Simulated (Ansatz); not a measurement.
Set up this calculation in Ansatz 0.2.0, as the native input.

| Property | Result |
| --- | --- |
| Task | band structure |
| Functional | PBEsol |
| Potentials or basis | all-electron LAPW, inner shells corrected to Dirac's equation |
| Cutoff | 233 eV (chosen from the basis error) |
| Basis error allowed | 0.001 eV/atom |
| k mesh | 8 × 8 × 7 |
| Occupations | fermi-dirac, width 0.05 eV |
| Spin | no spin polarisation |

Crystal: NbTe.

```
Te Nb
1.0
     3.70297    0.00000    0.00000
    -1.85149    3.20687    0.00000
     0.00000    0.00000    3.69421
Te Nb
1 1
Direct
  0.66667 0.33333 0.00000
  0.00000 0.00000 0.50000
```

The cell comes from a database or a generator and needn't be the stable form of this composition.

One way to write it, as run:

input.yaml

```yaml
crystal:
  lattice:
    - [3.7029743866, 0.0, 0.0]
    - [-1.8514871933, 3.2068698884, 0.0]
    - [0.0, 0.0, 3.694211]
  atoms:
    - { symbol: Te, position: [0.6666666667, 0.3333333333, 0.0] }
    - { symbol: Nb, position: [0.0, 0.0, 0.5] }
kpoints:
  mp_grid: { grid: [8, 8, 7] }
  band_path:
    path:
      - [0.0, 0.0, 0.0]
      - [0.5, 0.0, 0.0]
      - [0.3333333333, 0.3333333333, 0.0]
      - [0.0, 0.0, 0.0]
      - [0.0, 0.0, 0.5]
      - [0.5, 0.0, 0.5]
      - [0.3333333333, 0.3333333333, 0.5]
      - [0.0, 0.0, 0.5]
    npoints: 8
scf:
  occupations: { method: fermi_dirac, width: 0.05 }
hamiltonian:
  xc: pbesol
  pseudopotentials:
    kind: all_electron
    lapw: { basis_error: 0.001 }
    dirac_shells: { Nb: ["3p", "3d"], Te: ["3p", "3d"] }
output:
  forces: true
  stress: true
  eigenvalues: true
```

Potentials or basis: all-electron LAPW, inner shells corrected to Dirac's equation.

Run with:

```sh
$ ansatz run input.yaml --threads 1 --pin off --max-ram 3072MiB --backend cpu --events-out ev --progress --plain --runs-dir out
```

It gave:

* Pressure: -5.2 GPa
* Band gap along the path: none (metal or under the smearing width)

Caveat: spin-orbit coupling is left out, which moves the levels of the heavy elements.

Run time: 51 s on 1 thread of Intel(R) Xeon(R) Processor @ 2.50GHz (Skylake/Cascade Lake), on a shared host, peak memory 0.35 GiB.
